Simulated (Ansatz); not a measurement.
# In: the crystal squeezed far

How does In (diamond type) answer strong compression? The runs shown use PAW. Its runs: cell relaxed at zero pressure (PAW); volume scaled by 1 (PAW); volume scaled by 0.92 (PAW); volume scaled by 0.84 (PAW); volume scaled by 0.76 (PAW); volume scaled by 0.68 (PAW); volume scaled by 0.6 (PAW); volume scaled by 0.52 (PAW); volume scaled by 0.45 (PAW and PAW (cutoff 250 eV)).

Program: Ansatz 0.2.0. Level of theory: DFT, PBEsol, PAW with Ansatz's default frozen-core files, scalar-relativistic. These are calculated values, not measurements.

### 1 The system as given

It takes space group Fd-3m (No. 227, cubic). Conventional cell: a = 6.348 Å, b = 6.348 Å, c = 6.348 Å, α = 90.00°, β = 90.00°, γ = 90.00°. In (site symmetry -43m) is surrounded by 4 In at 2.75 Å.

As a file:

```
CELL_PARAMETERS angstrom
0.00000 3.17402 3.17402
3.17402 0.00000 3.17402
3.17402 3.17402 0.00000
ATOMIC_POSITIONS crystal
In 0.87500 0.87500 0.87500
In 0.12500 0.12500 0.12500
```

Whether this phase is the stable one at these pressures isn't tested.

Atoms are numbered in the order of the input: In1, In2.

### 2 Cell relaxed at zero pressure, PAW

input.yaml

```yaml
crystal:
  lattice:
    - [0.0, 3.1740164767, 3.1740164767]
    - [3.1740164767, 0.0, 3.1740164767]
    - [3.1740164767, 3.1740164767, 0.0]
  atoms:
    - { symbol: In, position: [-0.125, -0.125, -0.125] }
    - { symbol: In, position: [0.125, 0.125, 0.125] }
kpoints:
  mp_grid: { grid: [10, 10, 10] }
scf:
  occupations: { method: fermi_dirac, width: 0.08 }
hamiltonian:
  xc: pbesol
  pseudopotentials: { kind: paw }
output:
  forces: true
  stress: true
relax:
  f_tol: 0.005
  max_steps: 40
  cell: {}
```

The run is started by

```bash
$ ansatz run input.yaml --threads 1 --pin off --max-ram 2048MiB --backend cpu --events-out ev --progress --plain --runs-dir out
```

Further steps of the session: Volume scaled by 1, PAW; Volume scaled by 0.92, PAW; Volume scaled by 0.84, PAW; Volume scaled by 0.76, PAW; Volume scaled by 0.68, PAW; Volume scaled by 0.6, PAW; Volume scaled by 0.52, PAW; Volume scaled by 0.45, PAW; Volume scaled by 0.45, PAW (cutoff 250 eV).

**Question.** What will these runs give? Wanted: PAW pressure at 0.45 of the volume; fitted bulk modulus at zero pressure.

The runs gave:

| quantity | value |
| --- | --- |
| PAW pressure at 0.45 of the volume | 163.3 GPa |
| PAW (cutoff 250 eV) pressure at 0.45 of the volume | 166.1 GPa |
| fitted bulk modulus at zero pressure (PAW) | 30 GPa |
| its pressure derivative | 4.72 |

At 0.45 of the starting volume PAW gives 163 GPa. One third-order Birch-Murnaghan curve follows these points (B₀ = 30 GPa, B′ = 4.72, misfit at most 0.48 GPa). A fit over so wide a range leans to the high pressures, so B₀ can be off by several per cent. No all-electron run checks these rows here, and frozen cores can fail under such compression. The ions are at rest, and the electrons smeared by 0.08 eV.
